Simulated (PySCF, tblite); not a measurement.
# C₄H₁₄OSSi₂: geometry, infrared bands and NMR shifts

Wanted: the infrared bands and NMR shifts of C₄H₁₄OSSi₂ (`CC[Si@@](O)(C[SiH3])SC`), by calculation.

Computed with tblite 0.8.0 and PySCF 2.14.0, with density-fitted response routines of our own, on a single molecule in the gas phase. Atoms count from 0, in the outputs and in this text.

## 1. The starting structure

22 atoms, charge 0, multiplicity 1; geometry from: force field or distance geometry start.

Bonds of the start (Å): C0–C1 1.54, C1–Si2 1.87, Si2–O3 1.67, Si2–C4 1.85, C4–Si5 1.84, Si2–S6 2.17, S6–C7 1.80, C0–H8 1.10, C0–H9 1.09, C0–H10 1.08, C1–H11 1.11, C1–H12 1.08, O3–H13 0.97, C4–H14 1.10, C4–H15 1.10, Si5–H16 1.47, Si5–H17 1.49, Si5–H18 1.49, C7–H19 1.10, C7–H20 1.10, C7–H21 1.10.

## 2. Geometry optimisation with GFN2-xTB

The job: settings as JSON, then the geometry in Å.

```
{"job": {"kind": "relax", "xc": "GFN2-xTB", "basis": "xTB"}, "charge": 0, "multiplicity": 1}
C      2.677000    -0.240400     0.236600
C      1.606700    -0.796800    -0.713600
Si    -0.107000    -0.073600    -0.551300
O     -1.166300    -0.747000    -1.657300
C     -0.771000    -0.028300     1.179400
Si    -0.983300    -1.762200     1.754700
S      0.032200     1.978600    -1.243300
C     -1.657100     2.596400    -1.141000
H      2.402400    -0.397000     1.288100
H      2.810900     0.835500     0.087300
H      3.625700    -0.735800     0.061500
H      1.542700    -1.887200    -0.544800
H      1.949600    -0.663300    -1.726300
H     -0.989900    -0.538200    -2.582800
H     -1.734500     0.504000     1.214300
H     -0.087500     0.518600     1.842700
H     -1.983300    -2.507300     0.968000
H      0.312800    -2.498900     1.733100
H     -1.446700    -1.745100     3.172000
H     -2.015000     2.593600    -0.105700
H     -1.694500     3.626000    -1.512800
H     -2.334300     1.988000    -1.759800
```

Command:

```bash
$ OMP_NUM_THREADS=1 python probes_run.py task.json out
```

This one command runs all jobs of the session in turn.

The program printed:

```text
step      E/eV     max force
  0    -721.53863    2.056
  1    -721.65814    0.757
  2    -721.68917    0.538
  3    -721.71142    0.433
  4    -721.73098    0.383
  5    -721.74489    0.311
  6    -721.75418    0.213
  7    -721.76108    0.180
  8    -721.76737    0.198
  9    -721.77354    0.211
 10    -721.77873    0.192
 11    -721.78264    0.179
 12    -721.78594    0.130
 13    -721.78908    0.137
 14    -721.79181    0.119
 15    -721.79386    0.108
 16    -721.79545    0.093
 17    -721.79677    0.075
 18    -721.79789    0.075
 19    -721.79893    0.085
 20    -721.80009    0.123
 21    -721.80124    0.122
 22    -721.80210    0.077
 23    -721.80266    0.045
 24    -721.80314    0.054
 25    -721.80367    0.069
 26    -721.80422    0.058
 27    -721.80468    0.046
 28    -721.80507    0.052
 29    -721.80550    0.077
 30    -721.80597    0.076
 31    -721.80630    0.042
 32    -721.80651    0.033
 33    -721.80672    0.038
 34    -721.80703    0.064
 35    -721.80740    0.068
 36    -721.80773    0.042
 37    -721.80797    0.026
 38    -721.80819    0.033
 39    -721.80838    0.036
 40    -721.80854    0.027
 41    -721.80865    0.020
 42    -721.80874    0.027
 43    -721.80885    0.032
 44    -721.80897    0.028
 45    -721.80910    0.022
 46    -721.80922    0.025
 47    -721.80935    0.024
 48    -721.80948    0.022
 49    -721.80958    0.023
 50    -721.80967    0.022
 51    -721.80979    0.028
 52    -721.80994    0.035
 53    -721.81011    0.030
 54    -721.81025    0.026
 55    -721.81035    0.022
 56    -721.81045    0.023
 57    -721.81055    0.023
 58    -721.81065    0.031
 59    -721.81076    0.030
 60    -721.81084    0.017
 61    -721.81090    0.016
 62    -721.81096    0.017
 63    -721.81102    0.019
 64    -721.81106    0.017
 65    -721.81110    0.012
 66    -721.81112    0.011
 67    -721.81115    0.016
 68    -721.81118    0.014
 69    -721.81122    0.013
 70    -721.81125    0.014
 71    -721.81129    0.016
 72    -721.81133    0.019
 73    -721.81139    0.021
 74    -721.81148    0.020
 75    -721.81156    0.019
 76    -721.81162    0.016
 77    -721.81168    0.017
 78    -721.81174    0.019
 79    -721.81178    0.014
 80    -721.81182    0.015
 81    -721.81185    0.014
 82    -721.81189    0.020
 83    -721.81193    0.019
 84    -721.81197    0.017
 85    -721.81200    0.011
 86    -721.81203    0.013
 87    -721.81207    0.014
 88    -721.81210    0.015
 89    -721.81213    0.014
 90    -721.81218    0.014
 91    -721.81222    0.017
 92    -721.81225    0.014
 93    -721.81227    0.009
```

It took 1 s on 1 thread of Arm Neoverse V1, shared host; peak memory 0.18 GiB.

Along the way: (not every step is listed)

| step | energy from step 0 (eV) | largest force (eV/Å) |
| --- | --- | --- |
| 0 | 0.0000 | 2.0559 |
| 1 | -0.1195 | 0.7569 |
| 2 | -0.1505 | 0.5383 |
| 3 | -0.1728 | 0.4325 |
| 4 | -0.1924 | 0.3825 |
| 5 | -0.2063 | 0.3111 |
| 6 | -0.2156 | 0.2126 |
| 7 | -0.2224 | 0.1800 |
| 8 | -0.2287 | 0.1983 |
| 16 | -0.2568 | 0.0935 |
| 24 | -0.2645 | 0.0538 |
| 32 | -0.2679 | 0.0333 |
| 40 | -0.2699 | 0.0273 |
| 48 | -0.2708 | 0.0218 |
| 56 | -0.2718 | 0.0234 |
| 64 | -0.2724 | 0.0168 |
| 72 | -0.2727 | 0.0194 |
| 80 | -0.2732 | 0.0146 |
| 88 | -0.2735 | 0.0150 |
| 89 | -0.2735 | 0.0141 |
| 90 | -0.2736 | 0.0144 |
| 91 | -0.2736 | 0.0170 |
| 92 | -0.2736 | 0.0137 |
| 93 | -0.2736 | 0.0092 |

Distances of close pairs at the start and the end, largest changes first:

| bond | before (Å) | after (Å) | change (Å) |
| --- | --- | --- | --- |
| C4–Si5 | 1.839 | 1.901 | +0.062 |
| Si2–C4 | 1.854 | 1.894 | +0.039 |
| Si2–O3 | 1.673 | 1.636 | -0.037 |
| C1–Si2 | 1.867 | 1.898 | +0.031 |
| Si5–H17 | 1.491 | 1.466 | -0.025 |
| Si5–H18 | 1.491 | 1.467 | -0.024 |
| S6–C7 | 1.802 | 1.819 | +0.018 |
| C7–H21 | 1.101 | 1.085 | -0.016 |

The next job starts from the end point, and lists it.

## 3. Vibrational analysis with GFN2-xTB

The job: settings as JSON, then the geometry in Å.

```
{"job": {"kind": "ir", "xc": "GFN2-xTB", "basis": "xTB"}, "charge": 0, "multiplicity": 1}
C      2.654524    -0.223516     0.207825
C      1.623516    -0.756082    -0.780235
Si    -0.084668     0.045472    -0.576874
O     -1.227501    -0.653717    -1.516175
C     -0.814207    -0.072210     1.166491
Si    -1.001124    -1.851454     1.809927
S      0.151105     2.107267    -1.230241
C     -1.588016     2.634811    -1.144082
H      2.356951    -0.447760     1.229412
H      2.749024     0.854737     0.105384
H      3.629972    -0.672177     0.029885
H      1.521379    -1.833930    -0.650646
H      1.994550    -0.591850    -1.793456
H     -1.102329    -0.750694    -2.457810
H     -1.794286     0.403955     1.172813
H     -0.191997     0.497160     1.855977
H     -1.887180    -2.618325     0.936934
H      0.315975    -2.492205     1.866880
H     -1.565415    -1.795146     3.162919
H     -1.865457     2.794045    -0.106824
H     -1.665177     3.565353    -1.696042
H     -2.220047     1.875654    -1.592912
```

The program printed:

```text
mode    cm-1     km/mol
  1      33.1      0.38
  2      39.6      0.50
  3      47.2      2.55
  4      82.8      3.07
  5      97.5      0.63
  6     119.7      0.18
  7     126.3      0.28
  8     148.4      1.93
  9     163.8      8.40
 10     172.4      4.51
 11     224.6      7.92
 12     239.2     15.63
 13     258.4     19.70
 14     282.3     93.17
 15     318.7     10.41
 16     454.7     68.43
 17     491.5     16.43
 18     532.8     55.56
 19     657.9     22.40
 20     690.8     34.63
 21     724.0     56.34
 22     728.3      9.12
 23     739.7     69.86
 24     778.8     24.24
 25     784.1    239.65
 26     788.6    245.35
 27     796.9    556.75
 28     839.0    264.52
 29     872.6    188.43
 30     949.9      1.31
 31     959.4      4.32
 32     985.1     16.72
 33    1019.5      0.39
 34    1026.6      4.15
 35    1084.5     12.82
 36    1140.1    133.07
 37    1243.1      6.56
 38    1296.7      6.65
 39    1320.9      4.20
 40    1417.0      1.65
 41    1444.6      1.42
 42    1457.0      4.56
 43    1462.4      5.29
 44    1477.3      3.58
 45    1509.9      2.23
 46    1511.7      1.54
 47    2233.3    395.51
 48    2242.1    262.25
 49    2283.5    262.09
 50    2970.5     48.08
 51    2981.5     36.95
 52    2985.9     18.13
 53    2991.6     18.56
 54    3020.8     51.80
 55    3030.7      8.87
 56    3034.0     45.98
 57    3038.4     10.26
 58    3041.3     24.84
 59    3057.8      5.02
 60    3642.6     20.10
```

Run time: 1.3 s. Hardware: 1 thread of Arm Neoverse V1, shared host; peak memory 0.18 GiB.

The strongest bands and the atoms that carry them (share of the mass-weighted mode):

| cm⁻¹ | km/mol | atoms |
| --- | --- | --- |
| 784 | 239.7 | H17 44 %, H16 20 %, H13 14 % |
| 789 | 245.3 | H16 36 %, H18 19 %, H13 17 % |
| 797 | 556.8 | H18 35 %, H17 33 %, H16 13 %, Si5 11 % |
| 839 | 264.5 | Si2 26 %, C4 25 % |
| 873 | 188.4 | O3 41 %, Si2 39 % |
| 2233 | 395.5 | H18 91 % |
| 2242 | 262.2 | H17 92 % |
| 2284 | 262.1 | H16 97 % |

## 4. NMR shieldings: PBE0/pcSseg-1

The job, as its differences from that of step 3:

```diff
@@ -1,2 +1,2 @@
-{"job": {"kind": "ir", "xc": "GFN2-xTB", "basis": "xTB"}, "charge": 0, "multiplicity": 1}
+{"job": {"kind": "nmr", "xc": "PBE0", "basis": "pcSseg-1"}, "charge": 0, "multiplicity": 1}
 C      2.654524    -0.223516     0.207825
```

Method: GIAO PBE0/pcSseg-1 NMR shielding, non-relativistic, gas phase.

The program printed:

```text
coarse grid: 18984 points
cycle   1  E = -1212.4295506692  dE =  5.006e-01  |g| = 8.073e-01  |ddm| = 4.120e+00
cycle   2  E = -1212.3225193925  dE =  1.070e-01  |g| = 1.113e+00  |ddm| = 1.681e+00
cycle   3  E = -1212.5573865390  dE = -2.349e-01  |g| = 1.296e-01  |ddm| = 1.132e+00
cycle   4  E = -1212.5608568103  dE = -3.470e-03  |g| = 3.754e-02  |ddm| = 1.629e-01
cycle   5  E = -1212.5611723961  dE = -3.156e-04  |g| = 6.840e-03  |ddm| = 3.496e-02
cycle   6  E = -1212.5611831055  dE = -1.071e-05  |g| = 2.892e-03  |ddm| = 1.112e-02
cycle   7  E = -1212.5611850554  dE = -1.950e-06  |g| = 5.319e-04  |ddm| = 3.835e-03
final grid: 166848 points
cycle   8  E = -1212.6189901746  dE = -3.758e-05  |g| = 1.035e-02  |ddm| = 2.879e-02
cycle   9  E = -1212.6189720899  dE =  1.808e-05  |g| = 1.367e-02  |ddm| = 1.950e-02
cycle  10  E = -1212.6190150340  dE = -4.294e-05  |g| = 1.037e-03  |ddm| = 1.156e-02
cycle  11  E = -1212.6190152168  dE = -1.828e-07  |g| = 2.569e-04  |ddm| = 9.818e-04
cycle  12  E = -1212.6190152294  dE = -1.266e-08  |g| = 5.898e-05  |ddm| = 2.985e-04
cycle  13  E = -1212.6190152303  dE = -8.156e-10  |g| = 2.261e-05  |ddm| = 9.320e-05
converged SCF energy = -1212.6190152303

GIAO shielding tensors (ppm)
atom      isotropic    diamagn.    paramagn.     s11        s22        s33       span
  0 C      178.147     248.278     -70.131    173.061    174.447    186.934     13.874
  1 C      173.540     257.405     -83.865    166.083    172.048    182.488     16.405
  2 Si     325.392     881.002    -555.610    308.942    320.512    346.722     37.781
  3 O      282.334     390.007    -107.673    249.596    276.879    320.526     70.930
  4 C      194.512     262.467     -67.955    180.901    196.875    205.759     24.857
  5 Si     426.176     880.054    -453.878    403.077    409.427    466.024     62.947
  6 S      645.594    1061.056    -415.462    580.625    601.838    754.320    173.695
  7 C      176.327     251.832     -75.505    166.223    171.037    191.722     25.500
  8 H       30.935      32.022      -1.087     25.755     30.899     36.152     10.397
  9 H       30.803      31.233      -0.431     25.158     31.271     35.980     10.822
 10 H       30.506      28.402       2.104     25.297     27.262     38.959     13.662
 11 H       30.824      33.559      -2.735     27.222     28.904     36.345      9.123
 12 H       30.962      32.599      -1.637     26.763     29.355     36.767     10.004
 13 H       30.561      32.593      -2.031     23.167     24.270     44.247     21.080
 14 H       31.330      33.786      -2.457     25.336     30.903     37.750     12.414
 15 H       31.987      34.560      -2.573     27.372     29.812     38.777     11.405
 16 H       27.666      29.092      -1.426     23.656     26.537     32.806      9.150
 17 H       27.786      29.825      -2.039     23.457     27.595     32.306      8.850
 18 H       27.639      28.367      -0.728     23.764     25.089     34.065     10.300
 19 H       29.623      31.387      -1.765     23.540     28.141     37.187     13.647
 20 H       29.727      28.778       0.949     23.618     26.683     38.879     15.261
 21 H       29.389      30.826      -1.437     23.090     29.333     35.745     12.655
```

Run time: 53 s. Hardware: 1 thread of Arm Neoverse V1, shared host; peak memory 1.1 GiB.

The references, computed at this level on geometries of the same kind, shield at (ppm): ¹H TMS 31.72, ¹³C TMS 186.9, ²⁹Si TMS 349.2, ¹⁷O H2O 336.1, ³³S CS2 504. Their shielding less the atom's gives the shift. The references are single molecules in the gas phase, so shifts against H2O, NH3, PH3, H3PO4 or CFCl3 are not on the usual liquid scales and can be off by tens of ppm. Atoms listed in one row are averaged.

| atoms | environment | σ (ppm) | δ (ppm) | δ scaled to CDCl3 |
| --- | --- | --- | --- | --- |
| C1 | sp3 CH2 bonded to Si | 173.5 | 13.4 | 11.1 |
| C7 | methyl carbon bonded to S | 176.3 | 10.6 | 4.0 |
| C0 | methyl carbon | 178.1 | 8.8 | 6.7 |
| C4 | sp3 CH2 bonded to 2 Si | 194.5 | -7.6 | -9.3 |
| H16, H17, H18 | hydrogen on a silicon bonded to C | 27.70 | 4.02 | – |
| H19, H20, H21 | hydrogen on a methyl carbon bonded to S | 29.58 | 2.14 | 2.12 |
| H13 | hydrogen on an oxygen bonded to Si | 30.56 | 1.16 | – |
| H8, H9, H10 | hydrogen on a methyl carbon | 30.75 | 0.97 | 1.02 |
| H11 | hydrogen on an sp3 CH2 bonded to Si | 30.82 | 0.89 | 0.95 |
| H12 | hydrogen on an sp3 CH2 bonded to Si | 30.96 | 0.76 | 0.82 |
| H14 | hydrogen on an sp3 CH2 bonded to 2 Si | 31.33 | 0.39 | 0.47 |
| H15 | hydrogen on an sp3 CH2 bonded to 2 Si | 31.99 | -0.27 | -0.15 |
| Si2 | silicon bonded to 2 C, O, S | 325.4 | 23.8 | – |
| Si5 | silicon bonded to C, 3 H | 426.2 | -77.0 | – |
| O3 | oxygen bonded to Si, H | 282.3 | 53.7 | – |
| S6 | sulfur bonded to C, Si | 646 | -142 | – |

The scaled column applies a straight-line fit of computed shieldings to shifts measured in CDCl3, with any fitted terms for Cl, Br or S neighbours (root-mean-square error 0.16 ppm for H, 1.9 ppm for C).

The run also stored atomic charges by several schemes (e):

| atoms | Mulliken | IAO | Hirshfeld | ESP fit |
| --- | --- | --- | --- | --- |
| C0 | -0.29 | -0.41 | -0.12 | -0.18 |
| C1 | -0.60 | -0.56 | -0.16 | 0.04 |
| Si2 | 1.07 | 1.17 | 0.41 | 0.37 |
| O3 | -0.55 | -0.79 | -0.30 | -0.61 |
| C4 | -0.86 | -0.84 | -0.25 | -0.30 |
| Si5 | 0.48 | 0.61 | 0.31 | 0.37 |
| S6 | -0.35 | -0.22 | -0.13 | -0.31 |
| C7 | -0.39 | -0.50 | -0.12 | -0.30 |

Mayer bond orders: C0–C1 1.05, C1–Si2 0.91, Si2–O3 1.03, Si2–C4 0.89, C4–Si5 0.92, Si2–S6 0.98, S6–C7 0.99.

## 5. Results

| quantity | value |
| --- | --- |
| strongest single infrared mode (GFN2-xTB) | 797 cm⁻¹, 557 km/mol |
| zero-point energy (GFN2-xTB) | 105.9 kcal/mol |
| ¹³C shifts against TMS (PBE0/pcSseg-1) | 13.4, 10.6, 8.8, -7.6 ppm |
| ¹H shifts against TMS (PBE0/pcSseg-1, means over atoms taken as alike) | 4.02, 2.14, 1.16, 0.97, 0.89, 0.76, 0.39, -0.27 ppm |
| ²⁹Si shifts against TMS (PBE0/pcSseg-1) | 23.8, -77.0 ppm |
| ¹⁷O shifts against H2O (PBE0/pcSseg-1) | 53.7 ppm |
| ³³S shifts against CS2 (PBE0/pcSseg-1) | -142 ppm |

In words: Over 93 steps the energy fell by 0.274 eV; of the close pairs, C4–Si5 changed most, 1.839 to 1.901 Å. No mode is imaginary among the 60: a minimum at this level. The strongest single mode, at 797 cm⁻¹, is carried by H18, H17, H16, Si5. Unscaled tight-binding wavenumbers are off by several per cent, some by more. Its intensities can rank the bands wrongly. At PBE0/pcSseg-1: The widest tensor belongs to S6: span 174 ppm, with a paramagnetic part of -415 ppm.
